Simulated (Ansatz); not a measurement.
Write a Python script for the Ansatz DFT code, driven from Python that makes a scan of the Hubbard U of RbCuF₃, space group Pm-3m. Settings (first run): r2SCAN, PAW files from the folder soft_1, the default cutoff (500 eV here), 5×5×5 k-points, Fermi-Dirac smearing of 0.05 eV.

Contents of `rbcuf3.extxyz`:
```text
5
Lattice="4.06999474 0.0 0.0 0.0 4.06999474 0.0 0.0 0.0 4.06999474" Properties=species:S:1:pos:R:3 pbc="T T T"
Rb    2.03499737    2.03499737    2.03499737
Cu    0.00000000    0.00000000    0.00000000
F     2.03499737    0.00000000    0.00000000
F     0.00000000    0.00000000    2.03499737
F     0.00000000    2.03499737    0.00000000
```

`plus_u_rbcuf3.py`
```python
'''How the states of RbCuF3 follow the Hubbard U.'''

import warnings

import ansatz as az
import numpy as np
from tabulate import tabulate


def count_gap(report):
    # lowest empty less highest filled band, counting bands; zero where they overlap
    return max(report.get('gap_by_band_count_ev') or 0.0, 0.0)

warnings.simplefilter('ignore', az.DeckWarning)

rbcuf3 = az.Crystal.from_extxyz('rbcuf3.extxyz')

calc = (
    rbcuf3.calculation()
    .pseudopotentials('paw', azcp={'folder': 'soft_1'})
    .kpoints(spacing=0.32)
    .occupations('Fermi-Dirac', width=0.05)
    .functional('r2scan')
    .band_table()
)
rows = []
for u in [0.0, 2.0, 4.0, 6.0]:
    r = calc.hubbard('Cu', 'd', u_eff=u).run(threads=1, pin='off').report
    shell = r['hubbard']['n_scf']
    rows.append((u, count_gap(r), sum(shell) / len(shell), r['n_iterations']))
print(tabulate(rows, headers=['U_eff eV', 'gap by band count eV', 'Cu d occupation (projector)', 'iterations'], floatfmt='.4f', tablefmt='pipe'))
```

```console
$ python plus_u_rbcuf3.py
|   U_eff eV |   gap by band count eV |   Cu d occupation (projector) |   iterations |
|-----------:|-----------------------:|------------------------------:|-------------:|
|     0.0000 |                 0.0000 |                        9.2905 |           11 |
|     2.0000 |                 0.0000 |                        9.3326 |           10 |
|     4.0000 |                 0.0000 |                        9.3776 |           11 |
|     6.0000 |                 0.0000 |                        9.4254 |           10 |
```

Notes:
- The cell holds an odd number of electrons and is run without spin, so a magnetic state may lie lower.
- For a metal this k-point mesh is coarse: on a finer one energies can move by several to tens of meV an atom and pressures by half a GPa or more, differences at one mesh by less.
- A gap by band count of zero or less means overlapping bands, a metal, and at an odd count of electrons it is no gap at all.
- A Hubbard U without spin forces both spins into the same orbitals, which can open a gap or pick a state that a spin-polarised run wouldn't.
- This cell is a computed structure, which may not be the phase found in nature.
- Levels are Kohn-Sham eigenvalues on this mesh, without spin-orbit coupling.
- Shell occupations and the effect of U depend on the projectors; a run with no .spin step is spin-unpolarised, and each U may end in a state that isn't the lowest.
- The script silences the warnings on its input, which a real study should read.
- By the engine's processor time: 12 s on 1 thread of Intel(R) Xeon(R) Processor @ 2.30GHz, on a shared host, peak memory 0.56 GiB.

(A comment or docstring line of the script was reworded after the run, the code is as it ran.)
